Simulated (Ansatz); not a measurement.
**SnBr3F: basis-set convergence**

One table from this session's results is given with a row withheld; the runs are named, their logs left out.

Method: one geometry, several basis sets; program: Ansatz 0.2.0, Gaussian basis.

Levels to be run: PBE0-D4/def2-SVP; ωB97M-V/def2-SVP; PBE0-D4/def2-QZVPP; ωB97M-V/def2-QZVPP; the functionals' def2-TZVPP values are taken from earlier runs.

### The geometry

An earlier PBE0-D4 in a triple-zeta def2 set relaxation fixed the geometry. Sn takes the def2 core potential; no spin-orbit term is included.

SMILES `[F][Sn]([Br])([Br])[Br]`, 5 atoms, charge 0, spin multiplicity 1.

Atoms are counted from 1 here; the program's logs count them from 0.

Bond lengths: F1–Sn2 1.898 Å, Sn2–Br3 2.433 Å, Sn2–Br4 2.433 Å, Sn2–Br5 2.433 Å. Angles: F1–Sn2–Br3 106.7°, F1–Sn2–Br4 106.7°, F1–Sn2–Br5 106.7°, Br3–Sn2–Br4 112.1°, Br3–Sn2–Br5 112.1°, Br4–Sn2–Br5 112.0°.

Coordinates:

```mol
Br3FSn
  3D, bonds by distance, orders not assigned

  5  4  0  0  0  0  0  0  0  0999 V2000
   -0.5598   -0.1081    1.8429 F   0  0
   -0.0021   -0.0167    0.0310 Sn  0  0
    1.9689   -1.4298   -0.1682 Br  0  0
   -1.8552   -0.8383   -1.3153 Br  0  0
    0.4980    2.3193   -0.4318 Br  0  0
  1  2  8  0
  2  3  8  0
  2  4  8  0
  2  5  8  0
M  END
```

The first run:

in.yaml reads:

```yaml
crystal:
  periodic: [false, false, false]
  atoms:
    - {symbol: F, position_ang: [-0.559761, -0.108147, 1.842921]}
    - {symbol: Sn, position_ang: [-0.002120, -0.016734, 0.031014]}
    - {symbol: Br, position_ang: [1.968856, -1.429808, -0.168236]}
    - {symbol: Br, position_ang: [-1.855155, -0.838311, -1.315316]}
    - {symbol: Br, position_ang: [0.497981, 2.319300, -0.431784]}
basis:
  gaussian: {orbitals: def2-SVP}
hamiltonian: {xc: pbe0, dispersion: d4}
output: {orbitals: {seedname: orbitals}}
```

Run with:

```sh
ansatz run in.yaml --threads 4 --pin off --events-out ev --progress --plain --max-ram 11315MiB
```

Steps of the session up to this table: PBE0-D4 in def2-SVP; ωB97M-V in def2-SVP; PBE0-D4 in def2-QZVPP; ωB97M-V in def2-QZVPP.

One table of the session follows, with a row left open; its other results are not shown here.

It belongs to the step «Functionals by basis». 

| functional | basis | HOMO (eV) | LUMO (eV) |
| --- | --- | --- | --- |
| PBE0-D4 | def2-SVP | -9.02 | -3.33 |
| PBE0-D4 | def2-TZVPP | -9.12 | -3.40 |
| PBE0-D4 | def2-QZVPP | -9.12 | -3.39 |
| ωB97M-V | def2-SVP | -11.20 | -1.29 |
| ωB97M-V | def2-TZVPP | ? | ? |
| ωB97M-V | def2-QZVPP | -11.34 | -1.46 |

Estimate the missing values for ωB97M-V, def2-TZVPP.

As computed: HOMO (eV): -11.33; LUMO (eV): -1.43. In the column «HOMO (eV)» it lies between ωB97M-V, def2-QZVPP (-11.34) and ωB97M-V, def2-SVP (-11.20).
